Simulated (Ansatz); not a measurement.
The system is AlSn.

```
Sn Al
1.0
     4.19811    0.00000    0.00000
    -2.09905    3.63567    0.00000
     0.00000    0.00000    3.30685
Sn Al
1 1
Cartesian
  0.0000 2.4238 1.6534
  0.0000 0.0000 0.0000
```

The cell comes from a database or a generator and needn't be the stable form of this composition.

| Property | Result |
| --- | --- |
| Program | Ansatz 0.2.0 |
| Task | relaxation of cell and atoms |
| Functional | B3LYP |
| Potentials or basis | Ansatz PAW |
| Cutoff | 420 eV (not typed: the program's choice for these potentials) |
| k mesh | 4 × 4 × 4 |
| Occupations | fermi-dirac, width 0.05 eV |
| Spin | no spin polarisation |

At the start: volume 25.24 Å³/atom.

Q: Where does the relaxation end?

A: It ends after 7 steps and the volume is 25.73 Å³/atom (+2.0 %); space group P-6m2 (No. 187, to 0.05 Å).

Step by step:
```
step  energy change (eV)  largest force (eV/Å)  volume (Å³)
   1              0.0000                0.0000        50.47
   2             -0.1256                0.0000        52.29
   3             -0.1420                0.0000        51.49
   4             -0.1584                0.0000        51.70
   5             -0.1586                0.0000        51.55
   6             -0.1586                0.0000        51.47
   7             -0.1594                0.0000        51.47
```

Final structure:
```xyz
2
Lattice="4.0870 0.0000 0.0000 -2.0435 3.5395 0.0000 0.0000 0.0000 3.5578" Properties=species:S:1:pos:R:3 pbc="T T T"
Sn    0.0000    2.3596    1.7789
Al    0.0000    0.0000    0.0000
```

Caveat: the k mesh is coarse (spacing up to 0.48 Å⁻¹), so the values aren't converged, least of all with exact exchange; the plane-wave basis is chosen anew once the cell has moved, so the energies of steps on either side of that aren't comparable; the PAW data sets come from PBE, with cores solved anew for the run's functional, which leaves a small shift of forces and pressure.
